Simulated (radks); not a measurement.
# Pr in [Kr] 4d10 4f3 5p6 6s2 5f2: an all-electron calculation

Aim: the levels, the sizes of the orbitals and the parts of the energy of neutral praseodymium.

Program: radks (a radial shooting solver on a logarithmic mesh, Libxc functionals) version 1. Level of theory: scalar-relativistic Kohn-Sham, XLYP, spin-polarised, spherical densities, finite nucleus; open shells are filled with parallel spins first. These are calculated values, not measurements, unless marked.

## 1. Starting point

```
element            : praseodymium (Z = 59)
charge             : 0
electrons          : 59
configuration      : [Kr] 4d10 4f3 5p6 6s2 5f2
nuclear rms radius : 4.8919 fm
```

Outer shells as boxes (Hund's rule):

Pr
```
[Kr] core
4d [↑↓][↑↓][↑↓][↑↓][↑↓]
4f [↑ ][↑ ][↑ ][  ][  ][  ][  ]
5p [↑↓][↑↓][↑↓]
6s [↑↓]
5f [↑ ][↑ ][  ][  ][  ][  ][  ]
```

## 2. Self-consistent calculation

The run's settings:

```text
Z 59
configuration [Kr] 4d10 4f3 5p6 6s2 5f2 5s0 5d0 6p0 6f0
relativity scalar-relativistic
functional xlyp
spin polarised
nucleus finite rms 4.8919 fm
c 137.035999084
```

What does the calculation give?

The runs gave:

```
                        quantity                   value
                    total energy      -9234.9099 hartree
exchange-correlation share of it                  2.34 %
                            −T/E                  1.0620
          highest occupied level        5f up, -0.436 eV
    most extended occupied level  5f up, <r> = 9.40 bohr
 radius at density 0.001 e/bohr³               5.25 bohr
    maxima of the radial density                       4
```

What this shows: The radial density shows 4 maxima for 6 occupied principal shells; where shells overlap, one shows as a shoulder or not at all. Relativity lifts −T/E to 1.062. This is not the tabulated ground configuration, so its levels and sizes aren't those of the ground state, and no measured value stands beside it.
